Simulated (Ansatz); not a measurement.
# CH5FGeO (SMILES [CH3][GeH]([OH])[F]): SVWN5/cc-pVDZ

What is the vertical ionisation energy of CH5FGeO at SVWN5/cc-pVDZ? 

Program for the calculation: Ansatz 0.2.0.

129 further runs of the same task are left out: 3 that didn't finish, 126 set aside as unsound or not needed. Runs told in other sessions of the task aren't counted.

## 1. The structure to begin with

The species is CH5FGeO (9 atoms), meant as a singlet with charge 0. As SMILES, `[CH3][GeH]([OH])[F]`. The coordinates come from a PBE0-D4/def2-TZVP relaxation. This is one conformer, not always the lowest.

Bond lengths: C1–Ge2 1.923 Å, Ge2–O3 1.766 Å, Ge2–F4 1.745 Å, C1–H5 1.090 Å, C1–H6 1.091 Å, C1–H7 1.090 Å, Ge2–H8 1.538 Å, O3–H9 0.960 Å. Some angles: C1–Ge2–O3 107.0°, C1–Ge2–F4 108.4°, O3–Ge2–F4 106.8°, C1–Ge2–H8 118.4°, O3–Ge2–H8 111.2°, F4–Ge2–H8 104.4°, Ge2–C1–H5 108.9°, Ge2–C1–H6 110.1°, Ge2–C1–H7 110.2°, Ge2–O3–H9 113.6°.

## 2. A single-point energy at SVWN5/cc-pVDZ

input.yaml reads:

```yaml
crystal:
  periodic: [false, false, false]
  atoms:
    - {symbol: C, position_ang: [-0.669000, 0.976900, -0.584200]}
    - {symbol: Ge, position_ang: [0.088300, -0.643700, 0.121500]}
    - {symbol: O, position_ang: [1.270000, -0.170700, 1.345500]}
    - {symbol: F, position_ang: [0.974400, -1.438600, -1.153800]}
    - {symbol: H, position_ang: [0.138900, 1.624900, -0.924600]}
    - {symbol: H, position_ang: [-1.237900, 1.493500, 0.189700]}
    - {symbol: H, position_ang: [-1.327100, 0.751300, -1.423500]}
    - {symbol: H, position_ang: [-0.865500, -1.725100, 0.656800]}
    - {symbol: H, position_ang: [1.716500, -0.914700, 1.755500]}
basis:
  gaussian:
    orbitals: cc-pVDZ
hamiltonian:
  xc: {name: SVWN5}
accuracy: high
output:
  orbitals: {seedname: orbitals}
```

The run is started by

```bash
$ ansatz run input.yaml --threads 1 --pin off --max-ram 3480MiB --events-out events.jsonl --progress --plain --runs-dir runs
```

Output:

```text
Warning: RAYON_NUM_THREADS=1 ignored (pool sized by the plan → 1); use --threads N
Functional definition: SVWN5
  name "SVWN5"
  exchange = slater_x
  correlation = vwn5_c
2150 factors; integrals over basis functions are off by at most 4.4e-9 eV
mean field evaluation 1: about -62261.0210 eV, gradient 7.9e1 eV
mean field evaluation 2: about -62219.4776 eV, gradient 1.6e2 eV
mean field evaluation 4: about -62273.0325 eV, gradient 1.2e1 eV
mean field evaluation 8: about -62273.3080 eV, gradient 2.6e-1 eV
mean field evaluation 16: about -62273.3017 eV, gradient 1.2e-5 eV
mean field -62273.30168712 eV, -2288.5016266418 hartree, gradient 5.3e-8 eV, S^2 0.000000; 0 other end points of the search recorded, 0 dependent functions left out
reference -62273.30169039 eV, -2288.5016267619 hartree; 30, 30 occupied and 64, 64 virtual orbitals, 2150 factors
Total energy: -62273.30169039 eV, -2288.5016267619 hartree
```

Wall time 9.6 s (1 thread of Arm Neoverse N1, shared host); peak memory 0.25 GiB.

## 3. The doublet cation, same level

run.yaml reads:

```yaml
crystal:
  periodic: [false, false, false]
  atoms:
    - {symbol: C, position_ang: [-0.669000, 0.976900, -0.584200]}
    - {symbol: Ge, position_ang: [0.088300, -0.643700, 0.121500]}
    - {symbol: O, position_ang: [1.270000, -0.170700, 1.345500]}
    - {symbol: F, position_ang: [0.974400, -1.438600, -1.153800]}
    - {symbol: H, position_ang: [0.138900, 1.624900, -0.924600]}
    - {symbol: H, position_ang: [-1.237900, 1.493500, 0.189700]}
    - {symbol: H, position_ang: [-1.327100, 0.751300, -1.423500]}
    - {symbol: H, position_ang: [-0.865500, -1.725100, 0.656800]}
    - {symbol: H, position_ang: [1.716500, -0.914700, 1.755500]}
basis:
  gaussian:
    orbitals: cc-pVDZ
total_charge: 1
magnetization:
  spin_polarized: true
  initial_magnetization: 1
hamiltonian:
  xc: {name: SVWN5}
accuracy: high
output: {orbitals: {seedname: orbitals}}
```

The run is started by

```bash
$ ansatz run run.yaml --threads 1 --pin off --max-ram 3480MiB --events-out events.jsonl --progress --plain --runs-dir runs
```

Output:

```text
Warning: RAYON_NUM_THREADS=1 ignored (pool sized by the plan → 1); use --threads N
[... 4 set-up lines as earlier in the session ...]
2147 factors; integrals over basis functions are off by at most 4.4e-9 eV
mean field evaluation 1: about -62237.0463 eV, gradient 8.0e1 eV
mean field evaluation 2: about -62089.1404 eV, gradient 1.8e2 eV
mean field evaluation 4: about -62252.4722 eV, gradient 4.5e1 eV
mean field evaluation 8: about -62262.6100 eV, gradient 4.7e0 eV
mean field evaluation 16: about -62262.7412 eV, gradient 2.1e-3 eV
mean field evaluation 32: about -62258.9718 eV, gradient 1.9e1 eV
mean field -62262.74116440 eV, -2288.1135345898 hartree, gradient 6.8e-8 eV, S^2 0.752062; 6 other end points of the search recorded, 0 dependent functions left out
reference -62262.74116775 eV, -2288.1135347131 hartree; 30, 29 occupied and 64, 65 virtual orbitals, 2147 factors
Total energy: -62262.74116775 eV, -2288.1135347131 hartree
```

Run time: 17 s. Hardware: 1 thread of Arm Neoverse N1, shared host; peak memory 0.31 GiB.

## 4. What came out

Level: SVWN5/cc-pVDZ.

| quantity | value |
| --- | --- |
| singlet CH5FGeO: total energy | -2288.50163 Eh |
| singlet CH5FGeO: HOMO energy | -7.08 eV |
| singlet CH5FGeO: LUMO energy | -0.03 eV |
| singlet CH5FGeO: HOMO–LUMO gap | 7.05 eV |
| doublet cation: total energy | -2288.11353 Eh |
| doublet cation: HOMO energy (highest over α and β) | -14.33 eV |
| doublet cation: LUMO energy (lowest over α and β) | -13.92 eV |
| doublet cation: ⟨S²⟩ | 0.752 |
| vertical ionisation energy (to the doublet cation) | 10.561 eV |

**Reading.** Removing an electron at fixed nuclei costs 10.56 eV (1019 kJ/mol). The negative HOMO energy of the first species, 7.08 eV, lies 3.48 eV below that difference.
